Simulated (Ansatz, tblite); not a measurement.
**Sn(CF3)H3 (CH3F3Sn): rung by rung**

Aim: run the singlet of Sn(CF3)H3 (CH3F3Sn) at one geometry on many levels, and compare frontier levels, spin and run time.

The runs use Ansatz 0.2.0, Gaussian basis; as each input shows.

Plan: GFN1-xTB, GFN2-xTB, PBE-D4/def2-TZVP, r2SCAN-D4/def2-TZVP, revPBE-D4/def2-TZVP, CAM-B3LYP-D4/def2-TZVP, ωB97X-V/def2-TZVP, PBE-D4/def2-SVP, PBE0-D4/def2-SVP, CCSD(T)/def2-SVP, MP2/def2-TZVP.

4 further runs of the same task are left out: 4 set aside as unsound or not needed.

**1. The geometry**

The geometry is that of the singlet, from an earlier relaxation (PBE-D4/def2-SVP).

8 atoms, charge 0, spin multiplicity 1.

Bond lengths: C1–F2 1.357 Å, C1–F3 1.357 Å, C1–F4 1.357 Å, C1–Sn5 2.221 Å, Sn5–H6 1.722 Å, Sn5–H7 1.722 Å, Sn5–H8 1.722 Å. Angles: F2–C1–F3 107.3°, F2–C1–F4 107.3°, F2–C1–Sn5 111.5°, F3–C1–F4 107.3°, F3–C1–Sn5 111.6°, F4–C1–Sn5 111.5°, C1–Sn5–H6 107.5°, C1–Sn5–H7 107.5°, C1–Sn5–H8 107.5°, H6–Sn5–H7 111.4°, H6–Sn5–H8 111.4°, H7–Sn5–H8 111.4°.

Sn takes a core potential in the def2 sets. No spin-orbit coupling is included.

PBE0-D4/def2-TZVP was run before; its log isn't repeated, and its numbers join the tables.

**2. GFN1-xTB**

Tight binding, by tblite at 300 K electronic temperature and without a spin-polarisation term:

```python
tblite.interface.Calculator('GFN1-xTB', numbers, positions, charge=0, uhf=0).singlepoint()
```

Energy -588.6478 eV, HOMO -12.63 eV, LUMO -6.03 eV; 0.005 s.

**3. GFN2-xTB**

Tight binding, by tblite at 300 K electronic temperature and without a spin-polarisation term:

```python
tblite.interface.Calculator('GFN2-xTB', numbers, positions, charge=0, uhf=0).singlepoint()
```

Energy -542.3619 eV, HOMO -12.24 eV, LUMO -6.52 eV; 0.003 s.

**4. PBE-D4/def2-TZVP**

start.molden holds the orbitals of an earlier run on this state, given as this run's starting guess.

Contents of in.yaml:

```yaml
crystal:
  periodic: [false, false, false]
  atoms:
    - {symbol: C, position_ang: [0.002567, -0.003489, 1.117669]}
    - {symbol: F, position_ang: [-1.256889, 0.057858, 1.619065]}
    - {symbol: F, position_ang: [0.688484, 1.055161, 1.617856]}
    - {symbol: F, position_ang: [0.579461, -1.128243, 1.611146]}
    - {symbol: Sn, position_ang: [-0.002534, 0.003451, -1.103222]}
    - {symbol: H, position_ang: [1.636643, -0.077588, -1.624636]}
    - {symbol: H, position_ang: [-0.752265, 1.466917, -1.614604]}
    - {symbol: H, position_ang: [-0.895465, -1.374077, -1.623274]}
basis:
  gaussian: {orbitals: def2-TZVP, initial_orbitals: start.molden}
hamiltonian: {xc: pbe, dispersion: d4}
scf: {omitted_lower_state_checks: [starts]}
output: {forces: true, orbitals: {seedname: orbitals}}
```

Command:

```bash
> ansatz run in.yaml --threads 2 --pin off --events-out ev --progress --plain --max-ram 4352MiB
```

Log:

```text
Functional definition: PBE
  name "PBE"
  cite "Perdew, Burke & Ernzerhof, Phys. Rev. Lett. 77, 3865 (1996) doi:10.1103/PhysRevLett.77.3865"
  parent pbe
  parameter kappa = 0.804
  parameter beta = 0.06672455060314922
  exchange = pbe_x(kappa = kappa, mu = beta*pi^2/3)
  correlation = pbe_c(beta = beta)
these checks for a lower state are left out or cut short: starts
1168 factors; their error is unknown
mean field evaluation 1: about -15062.0624 eV, gradient 1.1e1 eV
mean field evaluation 2: about -15062.2210 eV, gradient 1.6e-1 eV
mean field evaluation 4: about -15062.2038 eV, gradient 3.4e-4 eV
mean field -15062.20382337 eV, -553.5257809804 hartree, gradient 5.0e-6 eV, S^2 0.000000; 0 other end points of the search recorded, 0 dependent functions left out
the calculation of the forces begins
reference -15062.20387134 eV, -553.5257827433 hartree; 29, 29 occupied and 163, 163 virtual orbitals, 1168 factors
Total energy: -15062.35202131 eV, -553.5312271541 hartree
Atom 0 at     0.002567    -0.003489     1.117669 Å, force    -0.001349     0.001433    -0.453902 eV/Å
Atom 1 at    -1.256889     0.057858     1.619065 Å, force    -0.208378     0.009908     0.179316 eV/Å
Atom 2 at     0.688484     1.055161     1.617856 Å, force     0.113671     0.174540     0.178641 eV/Å
Atom 3 at     0.579461    -1.128243     1.611146 Å, force     0.095826    -0.186354     0.177921 eV/Å
Atom 4 at    -0.002534     0.003451    -1.103222 Å, force    -0.000280     0.000836    -0.215594 eV/Å
Atom 5 at     1.636643    -0.077588    -1.624636 Å, force    -0.102736     0.005048     0.044496 eV/Å
Atom 6 at    -0.752265     1.466917    -1.614604 Å, force     0.047108    -0.091682     0.044206 eV/Å
Atom 7 at    -0.895465    -1.374077    -1.623274 Å, force     0.056138     0.086271     0.044917 eV/Å
Dipole moment:    -0.000966     0.001285    -0.414187 e Å
Checks for a lower state left out: starts
```

Run time: 2.1 s. Hardware: 2 threads of Intel Xeon Platinum 8488C, shared host.

Report: HOMO -7.45 eV, LUMO -1.12 eV.

**5. r2SCAN-D4/def2-TZVP**

Changes to in.yaml since step 4:

```diff
@@ -13,4 +13,4 @@
   gaussian: {orbitals: def2-TZVP, initial_orbitals: start.molden}
-hamiltonian: {xc: pbe, dispersion: d4}
+hamiltonian: {xc: r2scan, dispersion: d4}
 scf: {omitted_lower_state_checks: [starts]}
-output: {forces: true, orbitals: {seedname: orbitals}}
+output: {orbitals: {seedname: orbitals}}
```

Same command.

Log:

```text
Functional definition: r2SCAN
  name "r2SCAN"
  cite "Furness, Kaplan, Ning, Perdew & Sun, J. Phys. Chem. Lett. 11, 8208 (2020) doi:10.1021/acs.jpclett.0c02405"
  cite "Furness, Kaplan, Ning, Perdew & Sun, J. Phys. Chem. Lett. 11, 9248 (2020) doi:10.1021/acs.jpclett.0c03077"
  parent r2scan
  parameter k0 = 0.174
  parameter k1 = 0.065
  parameter a1 = 4.9479
  exchange = r2scan_x(k0 = k0, k1 = k1, a1 = a1)
  correlation = r2scan_c
these checks for a lower state are left out or cut short: starts
1168 factors; their error is unknown
mean field evaluation 1: about -15069.5546 eV, gradient 6.1e0 eV
mean field evaluation 2: about -15069.6001 eV, gradient 5.6e-2 eV
mean field evaluation 4: about -15069.5866 eV, gradient 1.6e-4 eV
mean field -15069.58662297 eV, -553.7970938614 hartree, gradient 2.6e-5 eV, S^2 0.000000; 0 other end points of the search recorded, 0 dependent functions left out
reference -15069.58663717 eV, -553.7970943832 hartree; 29, 29 occupied and 163, 163 virtual orbitals, 1168 factors
Total energy: -15069.62142760 eV, -553.7983729081 hartree
Checks for a lower state left out: starts
```

It took 2.9 s on 2 threads of Intel Xeon Platinum 8488C, shared host.

HOMO -7.76 eV, LUMO -0.79 eV.

**6. revPBE-D4/def2-TZVP**

Changes to in.yaml since step 5:

```diff
@@ -13,3 +13,3 @@
   gaussian: {orbitals: def2-TZVP, initial_orbitals: start.molden}
-hamiltonian: {xc: r2scan, dispersion: d4}
+hamiltonian: {xc: {name: revPBE}, dispersion: d4}
 scf: {omitted_lower_state_checks: [starts]}
```

Same command.

Log:

```text
Functional definition: revPBE
  name "revPBE"
  cite "Zhang & Yang, Phys. Rev. Lett. 80, 890 (1998) doi:10.1103/PhysRevLett.80.890"
  cite "Perdew, Burke & Ernzerhof, Phys. Rev. Lett. 77, 3865 (1996) doi:10.1103/PhysRevLett.77.3865"
  parameter kappa = 1.245
  parameter beta = 0.06672455060314922
  exchange = pbe_x(kappa = kappa, mu = beta*pi^2/3)
  correlation = pbe_c(beta = beta)
these checks for a lower state are left out or cut short: starts
1168 factors; their error is unknown
mean field evaluation 1: about -15069.3498 eV, gradient 1.2e1 eV
mean field evaluation 2: about -15069.4721 eV, gradient 1.5e-1 eV
mean field evaluation 4: about -15069.4547 eV, gradient 3.3e-4 eV
mean field -15069.45466821 eV, -553.7922446133 hartree, gradient 1.2e-5 eV, S^2 0.000000; 0 other end points of the search recorded, 0 dependent functions left out
reference -15069.45472849 eV, -553.7922468286 hartree; 29, 29 occupied and 163, 163 virtual orbitals, 1168 factors
Total energy: -15069.89840817 eV, -553.8085517562 hartree
Checks for a lower state left out: starts
```

It took 1.8 s on 2 threads of Intel Xeon Platinum 8488C, shared host.

Report: HOMO -7.37 eV, LUMO -1.04 eV.

**7. CAM-B3LYP-D4/def2-TZVP**

Changes to in.yaml since step 6:

```diff
@@ -13,3 +13,3 @@
   gaussian: {orbitals: def2-TZVP, initial_orbitals: start.molden}
-hamiltonian: {xc: {name: revPBE}, dispersion: d4}
+hamiltonian: {xc: {name: CAM-B3LYP}, dispersion: d4}
 scf: {omitted_lower_state_checks: [starts]}
```

Same command.

Log, shortened:

```text
Functional definition: CAM-B3LYP
  name "CAM-B3LYP"
  cite "Yanai, Tew & Handy, Chem. Phys. Lett. 393, 51 (2004) doi:10.1016/j.cplett.2004.06.011"
  cite "Iikura, Tsuneda, Yanai & Hirao, J. Chem. Phys. 115, 3540 (2001) doi:10.1063/1.1383587"
  cite "Becke, Phys. Rev. A 38, 3098 (1988) doi:10.1103/PhysRevA.38.3098"
  cite "Lee, Yang & Parr, Phys. Rev. B 37, 785 (1988) doi:10.1103/PhysRevB.37.785"
  cite "Vosko, Wilk & Nusair, Can. J. Phys. 58, 1200 (1980) doi:10.1139/p80-159"
[...]
  # Exact exchange under (alpha + beta erf(omega r))/r, Becke's under what is left of 1/r.
[...]
1212 factors; their error is unknown
270 factors; integrals over basis functions are off by at most 7.9e-6 eV
[...]
mean field -15068.55593638 eV, -553.7592168278 hartree, gradient 2.0e-5 eV, S^2 0.000000; 0 other end points of the search recorded, 0 dependent functions left out
reference -15068.55606405 eV, -553.7592215196 hartree; 29, 29 occupied and 163, 163 virtual orbitals, 1212 factors
Total energy: -15068.68292181 eV, -553.7638834565 hartree
Checks for a lower state left out: starts
```

Run time: 3 s. Hardware: 2 threads of Intel Xeon Platinum 8488C, shared host.

HOMO -10.29 eV, LUMO 0.45 eV.

**8. ωB97X-V/def2-TZVP**

Changes to in.yaml since step 7:

```diff
@@ -13,3 +13,3 @@
   gaussian: {orbitals: def2-TZVP, initial_orbitals: start.molden}
-hamiltonian: {xc: {name: CAM-B3LYP}, dispersion: d4}
+hamiltonian: {xc: {name: wB97X-V}}
 scf: {omitted_lower_state_checks: [starts]}
```

The command is unchanged.

Log, shortened:

```text
Functional definition: wB97X-V
  name "wB97X-V"
  cite "Mardirossian & Head-Gordon, Phys. Chem. Chem. Phys. 16, 9904 (2014) doi:10.1039/C3CP54374A"
  cite "Becke, J. Chem. Phys. 107, 8554 (1997) doi:10.1063/1.475007"
  cite "Vydrov & Van Voorhis, J. Chem. Phys. 133, 244103 (2010) doi:10.1063/1.3521275"
[...]
      + integral(e_c_pw_opposite_spin*poly(b97_u_opposite, cos0, cos1)) + vv10(b, c)
[...]
1212 factors; their error is unknown
267 factors; integrals over basis functions are off by at most 6.3e-6 eV
[...]
mean field -15067.82719366 eV, -553.7324360268 hartree, gradient 1.1e-5 eV, S^2 0.000000; 0 other end points of the search recorded, 0 dependent functions left out
reference -15067.82719140 eV, -553.7324359438 hartree; 29, 29 occupied and 163, 163 virtual orbitals, 1212 factors
Total energy: -15067.82719140 eV, -553.7324359438 hartree
Checks for a lower state left out: starts
```

Run time: 6.5 s. Hardware: 2 threads of Intel Xeon Platinum 8488C, shared host; peak memory 0.55 GiB.

Report: HOMO -11.21 eV, LUMO 1.44 eV.

**9. PBE-D4/def2-SVP**

Changes to in.yaml since step 8:

```diff
@@ -12,4 +12,4 @@
 basis:
-  gaussian: {orbitals: def2-TZVP, initial_orbitals: start.molden}
-hamiltonian: {xc: {name: wB97X-V}}
+  gaussian: {orbitals: def2-SVP, initial_orbitals: start.molden}
+hamiltonian: {xc: pbe, dispersion: d4}
 scf: {omitted_lower_state_checks: [starts]}
```

The command is unchanged.

Log:

```text
Functional definition: PBE
  name "PBE"
  cite "Perdew, Burke & Ernzerhof, Phys. Rev. Lett. 77, 3865 (1996) doi:10.1103/PhysRevLett.77.3865"
  parent pbe
  parameter kappa = 0.804
  parameter beta = 0.06672455060314922
  exchange = pbe_x(kappa = kappa, mu = beta*pi^2/3)
  correlation = pbe_c(beta = beta)
these checks for a lower state are left out or cut short: starts
1067 factors; their error is unknown
mean field evaluation 1: about -15050.3837 eV, gradient 2.8e1 eV
mean field evaluation 2: about -15050.7628 eV, gradient 5.1e-1 eV
mean field evaluation 4: about -15050.7133 eV, gradient 1.4e-1 eV
mean field -15050.71333175 eV, -553.1035132018 hartree, gradient 4.1e-5 eV, S^2 0.000000; 0 other end points of the search recorded, 0 dependent functions left out
reference -15050.71336783 eV, -553.1035145280 hartree; 29, 29 occupied and 68, 68 virtual orbitals, 1067 factors
Total energy: -15050.86151780 eV, -553.1089589388 hartree
Checks for a lower state left out: starts
```

Run time: 0.85 s. Hardware: 2 threads of Intel Xeon Platinum 8488C, shared host.

Report: HOMO -7.23 eV, LUMO -0.82 eV.

**10. PBE0-D4/def2-SVP**

Changes to in.yaml since step 9:

```diff
@@ -13,3 +13,3 @@
   gaussian: {orbitals: def2-SVP, initial_orbitals: start.molden}
-hamiltonian: {xc: pbe, dispersion: d4}
+hamiltonian: {xc: pbe0, dispersion: d4}
 scf: {omitted_lower_state_checks: [starts]}
```

Same command.

Log:

```text
Functional definition: PBE0
  name "PBE0"
  cite "Adamo & Barone, J. Chem. Phys. 110, 6158 (1999) doi:10.1063/1.478522"
  cite "Perdew, Burke & Ernzerhof, Phys. Rev. Lett. 77, 3865 (1996) doi:10.1103/PhysRevLett.77.3865"
  parent pbe
  parameter a = 0.25
  parameter kappa = 0.804
  parameter beta = 0.06672455060314922
  exchange = (1 - a)*pbe_x(kappa = kappa, mu = beta*pi^2/3) + a*exact_x
  correlation = pbe_c(beta = beta)
these checks for a lower state are left out or cut short: starts
1032 factors; integrals over basis functions are off by at most 1.0e-3 eV
mean field evaluation 1: about -15050.5528 eV, gradient 2.7e1 eV
mean field evaluation 2: about -15050.8327 eV, gradient 3.5e-1 eV
mean field evaluation 4: about -15050.9928 eV, gradient 1.1e-3 eV
mean field -15050.99283597 eV, -553.1137847924 hartree, gradient 2.0e-5 eV, S^2 0.000000; 0 other end points of the search recorded, 0 dependent functions left out
reference -15050.99286270 eV, -553.1137857747 hartree; 29, 29 occupied and 68, 68 virtual orbitals, 1032 factors
Total energy: -15051.11752877 eV, -553.1183671685 hartree
Checks for a lower state left out: starts
```

Wall time 1.3 s (2 threads of Intel Xeon Platinum 8488C, shared host).

From the report: HOMO -8.76 eV, LUMO -0.08 eV.

**11. CCSD(T)/def2-SVP**

Changes to in.yaml since step 10:

```diff
@@ -13,3 +13,3 @@
   gaussian: {orbitals: def2-SVP, initial_orbitals: start.molden}
-hamiltonian: {xc: pbe0, dispersion: d4}
+correlation: {method: ccsd_t}
 scf: {omitted_lower_state_checks: [starts]}
```

The command is unchanged.

Log, shortened:

```text
Functional definition: HF
  name "HF"
  cite "Fock, Z. Phys. 61, 126 (1930) doi:10.1007/BF01340294"
  parent pbe
[...]
1032 factors; integrals over basis functions are off by at most 1.0e-3 eV
[...]
mean field -14992.46804162 eV, -550.9630382699 hartree, gradient 1.6e-6 eV, S^2 0.000000; 0 other end points of the search recorded, 0 dependent functions left out
8 core orbitals not correlated: weight in the atoms' cores, before any rotation towards them, 1.000 or more for the frozen orbitals, at most 0.000 for the correlated occupied ones
reference -14992.46804162 eV, -550.9630382699 hartree; 21, 21 occupied and 68, 68 virtual orbitals, 1032 factors
second order -21.79138834 eV of doubles, -0.00000000 eV of singles
cycle   1  -22.00692041 eV  change   -2.2e-1 eV  update   1.1e-1
[...]
cycle   9  -22.68728489 eV  change   -2.4e-5 eV  update   1.7e-5
perturbative correction -0.48761710 eV, -0.0179195979 hartree
Total energy: -15015.64294362 eV, -551.8147002096 hartree
Checks for a lower state left out: starts
```

Wall time 8 s (2 threads of Intel Xeon Platinum 8488C, shared host).

Hartree-Fock HOMO -12.44 eV, LUMO 2.63 eV; T1 0.012.

**12. MP2/def2-TZVP**

Changes to in.yaml since step 11:

```diff
@@ -12,4 +12,4 @@
 basis:
-  gaussian: {orbitals: def2-SVP, initial_orbitals: start.molden}
-correlation: {method: ccsd_t}
+  gaussian: {orbitals: def2-TZVP, initial_orbitals: start.molden}
+correlation: {method: mp2}
 scf: {omitted_lower_state_checks: [starts]}
```

The command is unchanged.

Log:

```text
Functional definition: HF
  name "HF"
  cite "Fock, Z. Phys. 61, 126 (1930) doi:10.1007/BF01340294"
  parent pbe
  exchange = exact_x
  correlation = 0
these checks for a lower state are left out or cut short: starts
1464 factors; integrals over basis functions are off by at most 8.8e-4 eV
mean field evaluation 1: about -15002.8831 eV, gradient 3.0e1 eV
mean field evaluation 2: about -15003.9709 eV, gradient 1.2e0 eV
mean field evaluation 4: about -15004.2258 eV, gradient 1.0e-2 eV
mean field evaluation 8: about -15004.2258 eV, gradient 3.0e-6 eV
mean field -15004.22577400 eV, -551.3951269651 hartree, gradient 4.2e-6 eV, S^2 0.000000; 0 other end points of the search recorded, 0 dependent functions left out
8 core orbitals not correlated: weight in the atoms' cores, before any rotation towards them, 1.000 or more for the frozen orbitals, at most 0.000 for the correlated occupied ones
reference -15004.22577400 eV, -551.3951269651 hartree; 21, 21 occupied and 163, 163 virtual orbitals, 1464 factors
second order -33.42638649 eV of doubles, -0.00000000 eV of singles
Total energy: -15037.65216050 eV, -552.6235240116 hartree
Checks for a lower state left out: starts
```

Run time: 3.2 s. Hardware: 2 threads of Intel Xeon Platinum 8488C, shared host.

Hartree-Fock HOMO -12.39 eV, LUMO 2.01 eV.

**13. Comparison**

| level | functions | HOMO (eV) | LUMO (eV) | gap (eV) | time |
| --- | --- | --- | --- | --- | --- |
| PBE-D4/def2-SVP | 97 | -7.23 | -0.82 | 6.41 | 0.85 s |
| PBE-D4/def2-TZVP | 192 | -7.45 | -1.12 | 6.33 | 2.1 s |
| revPBE-D4/def2-TZVP | 192 | -7.37 | -1.04 | 6.34 | 1.8 s |
| r2SCAN-D4/def2-TZVP | 192 | -7.76 | -0.79 | 6.97 | 2.9 s |
| PBE0-D4/def2-SVP | 97 | -8.76 | -0.08 | 8.68 | 1.3 s |
| PBE0-D4/def2-TZVP | 192 | -8.87 | -0.35 | 8.52 | 2.7 s |
| CAM-B3LYP-D4/def2-TZVP | 192 | -10.29 | 0.45 | 10.74 | 3 s |
| ωB97X-V/def2-TZVP | 192 | -11.21 | 1.44 | 12.65 | 6.5 s |

Energy pieces by basis (eV):

| basis | HF | MP2 correlation | CCSD correlation | (T) | total |
| --- | --- | --- | --- | --- | --- |
| def2-SVP | -14992.4680 | -21.7914 | -22.6873 | -0.4876 | -15015.6429 |
| def2-TZVP | -15004.2258 | -33.4264 |  |  | -15037.6522 (MP2) |

The correlation energy is far from converged in these sets, so it jumps between bases; where outer-core shells are correlated, the sets cover them unevenly.

**14. Binding energy**

Free atoms were run apart at each level; binding is atoms less cluster, divided by the number of atoms, without zero-point or spin-orbit terms.

Differences are taken before rounding.

| method | binding an atom (eV) | from CCSD(T)/def2-SVP (eV) | time |
| --- | --- | --- | --- |
| HF/def2-SVP | 2.149 | -0.875 |  |
| HF/def2-TZVP | 2.136 | -0.888 |  |
| PBE-D4/def2-SVP | 3.397 | +0.373 | 0.85 s |
| PBE-D4/def2-TZVP | 3.332 | +0.308 | 2.1 s |
| revPBE-D4/def2-TZVP | 3.207 | +0.183 | 1.8 s |
| r2SCAN-D4/def2-TZVP | 3.239 | +0.215 | 2.9 s |
| PBE0-D4/def2-SVP | 3.250 | +0.226 | 1.3 s |
| PBE0-D4/def2-TZVP | 3.206 | +0.183 | 2.7 s |
| CAM-B3LYP-D4/def2-TZVP | 3.246 | +0.222 | 3 s |
| ωB97X-V/def2-TZVP | 3.257 | +0.233 | 6.5 s |
| MP2/def2-SVP | 3.099 | +0.075 |  |
| MP2/def2-TZVP | 3.171 | +0.147 | 3.2 s |
| CCSD/def2-SVP | 2.981 | -0.043 |  |
| CCSD(T)/def2-SVP | 3.024 | 0 | 8 s |

Among the levels timed on like hardware and quicker than the yardstick, those that no quicker one beats, quickest first: PBE-D4/def2-SVP (0.85 s, +0.373 eV); PBE0-D4/def2-SVP (1.3 s, +0.226 eV); revPBE-D4/def2-TZVP (1.8 s, +0.183 eV); PBE0-D4/def2-TZVP (2.7 s, +0.183 eV); MP2/def2-TZVP (3.2 s, +0.147 eV).

**15. Summary of results**

| quantity | value |
| --- | --- |
| gap in def2-TZVP, named functionals, smallest and largest | 6.33 eV (PBE-D4), 12.65 eV (ωB97X-V) |
| correlation energy, CCSD(T)/def2-SVP | -23.17 eV |
| correlation energy, MP2/def2-TZVP | -33.43 eV |
| binding an atom, CCSD(T)/def2-SVP | 3.024 eV |
| PBE0 total energy, smallest basis above largest | 11.43 eV (def2-SVP, def2-TZVP) |

What this shows: Orbital gaps of the named functionals in def2-TZVP span 6.33 eV (PBE-D4) to 12.65 eV (ωB97X-V); exact exchange widens it. The functionals in def2-TZVP miss CCSD(T)/def2-SVP by +0.183 (PBE0-D4) to +0.308 eV (PBE-D4) an atom. The yardstick is in a double-zeta basis, so levels in larger sets aren't compared like for like. CCSD(T)/def2-SVP isn't at the basis-set limit; small misses against it rank nothing.

MP2/def2-TZVP reaches 0.147 eV from the reference in 3.2 s, where CCSD(T)/def2-SVP took 8 s; the quickest level in the cost chart, PBE-D4/def2-SVP, takes 0.85 s and misses by 0.373 eV. The slowest run with a step of its own, CCSD(T)/def2-SVP, took 8 s; the quickest functional in def2-TZVP took 1.8 s (shared host).
